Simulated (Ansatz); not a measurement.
# CH4GeS: the cost of one run

Computed with Ansatz 0.2.0 through its Python package. Level of theory: B3LYP+D3(BJ)/def2-SVP.

## Step 1: The structure

Bond lengths: C1–S2 1.767 Å, S2–Ge3 2.212 Å, C1–H4 1.071 Å, C1–H5 1.119 Å, C1–H6 1.177 Å, Ge3–H7 1.597 Å. Angles: C1–S2–Ge3 91.5°, S2–C1–H4 112.9°, S2–C1–H5 114.0°, S2–C1–H6 109.5°, H4–C1–H5 106.7°, H4–C1–H6 108.7°, H5–C1–H6 104.5°, S2–Ge3–H7 109.3°.

No structure file is read: the coordinates are typed or built in the script.

## Step 2: The code

File bend_ch4ges.py:

```python
'''Energy of CH4GeS against one bond angle.'''

import ansatz
from ase import Atoms

atoms = Atoms(['C', 'S', 'Ge', 'H', 'H', 'H', 'H'], positions=[
    [-0.7995, 0.6375, -0.2299],
    [0.0001, -0.095, 1.1646],
    [1.425, -1.1701, -0.1419],
    [-1.2007, -0.0871, -0.9096],
    [-0.1382, 1.3116, -0.8307],
    [-1.6731, 1.3339, 0.1389],
    [2.4476, -1.9989, 0.763],
])

# start the scan from a relaxed geometry
first = (
    ansatz.Crystal.molecule_from_ase(atoms).calculation()
    .basis(gaussian='def2-SVP')
    .functional('b3lyp', dispersion='d3bj')
    .scf(lower_state_search='standard')
    .relax(force_tolerance=0.02, max_steps=80)
)
atoms.positions = first.run().report['positions_ang']

rows = []
for angle in [85, 95, 105, 115, 125, 140, 160]:
    bent = atoms.copy()
    bent.set_angle(0, 1, 2, angle, indices=[2, 6])
    calculation = ansatz.Crystal.molecule_from_ase(bent).calculation()
    calculation = calculation.basis(gaussian='def2-SVP').functional('b3lyp', dispersion='d3bj')
    calculation = calculation.scf(lower_state_search='standard')
    rows.append((angle, calculation.run().report['free_energy_ev']))
floor = min(e for _, e in rows)
for angle, e in rows:
    print(f'angle C0-S1-Ge2 = {angle:3d} deg   {1000 * (e - floor):9.1f} meV')
```

## Step 3: What the engine is handed

The package turns the script's settings into the engine's input (first run):

```yaml
crystal:
  periodic: [false, false, false]
  atoms:
    - { symbol: C, position_ang: [-0.7995, 0.6375, -0.2299] }
    - { symbol: S, position_ang: [0.0001, -0.095, 1.1646] }
    - { symbol: Ge, position_ang: [1.425, -1.1701, -0.1419] }
    - { symbol: H, position_ang: [-1.2007, -0.0871, -0.9096] }
    - { symbol: H, position_ang: [-0.1382, 1.3116, -0.8307] }
    - { symbol: H, position_ang: [-1.6731, 1.3339, 0.1389] }
    - { symbol: H, position_ang: [2.4476, -1.9989, 0.763] }
basis:
  gaussian:
    orbitals: def2-SVP
hamiltonian:
  xc: b3lyp
  dispersion: d3bj
scf:
  lower_state_search: standard
relax:
  f_tol: 0.02
  max_steps: 80
```

## Step 4: Running it

On the command line:

```sh
$ python bend_ch4ges.py
```

Q: Estimate wall time and peak memory on 1 thread of Arm Neoverse V1, shared host.

About 87 s, with a peak of 0.25 GiB.
